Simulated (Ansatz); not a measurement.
# Lu3Pt2: the cost of one run

Computed with Ansatz 0.2.0 (DFT PBE, scalar-relativistic, plane waves, PAW, unless a step's input says otherwise).

2 further runs of the same task are left out: 1 that didn't finish, 1 set aside as unsound or not needed.

**1. Starting point**

Symmetry: P-3m1, No. 164, trigonal system. Conventional cell: a = 4.785 Å, b = 4.785 Å, c = 5.911 Å, α = 90.00°, β = 90.00°, γ = 120.00°. Lu (site symmetry -3m) has 6 Pt at 2.95 Å as nearest neighbours. Lu (site symmetry 3m) is surrounded by 5 Pt at 2.89 to 3.03 Å. Around Pt (site symmetry 3m) lie 8 Lu at 2.89 to 3.03 Å.

Coordinates:

```xyz
5
Lattice="4.7849 0.0000 0.0000 -2.3925 4.1439 0.0000 0.0000 0.0000 5.9114" Properties=species:S:1:pos:R:3 pbc="T T T"
Lu    0.0000    0.0000    0.0000
Lu    0.0000    2.7626    3.9253
Lu    2.3925    1.3813    1.9861
Pt    0.0000    2.7626    1.0393
Pt    2.3925    1.3813    4.8720
```

The start is the relaxed end of an invented cell (made as: species swapped into a database cell of Ga3Pt2 (P-3m1, No. 164)), taken up again for a closer look.

**2. Probe: one point on a coarse mesh**

input.yaml

```yaml
crystal:
  lattice:
    - [4.7849215, 0.0, 0.0]
    - [-2.3924607, 4.1438636, 0.0]
    - [0.0, 0.0, 5.911362]
  atoms:
    - { symbol: Lu, position: [0.0, 0.0, 0.0] }
    - { symbol: Lu, position: [0.3333333, 0.6666667, 0.664025] }
    - { symbol: Lu, position: [0.6666667, 0.3333333, 0.335975] }
    - { symbol: Pt, position: [0.3333333, 0.6666667, 0.175819] }
    - { symbol: Pt, position: [0.6666667, 0.3333333, 0.824181] }
basis:
  ecutwfc: 420
kpoints:
  mp_grid: { grid: [6, 6, 4] }
hamiltonian:
  xc: pbe
scf:
  occupations: { method: gaussian, width: 0.1 }
  lower_state_search: "off"
output:
  forces: true
  stress: true
  eigenvalues: true
```

Command:

```
> ansatz run input.yaml --threads 1 --pin off --max-ram 3072MiB --backend cpu --events-out ev --progress --plain --runs-dir out
```

Q: Estimate wall time and peak memory on 1 thread of Intel Xeon Platinum 8488C (Sapphire Rapids), shared host.

About 8.8 s, with a peak of 0.52 GiB.
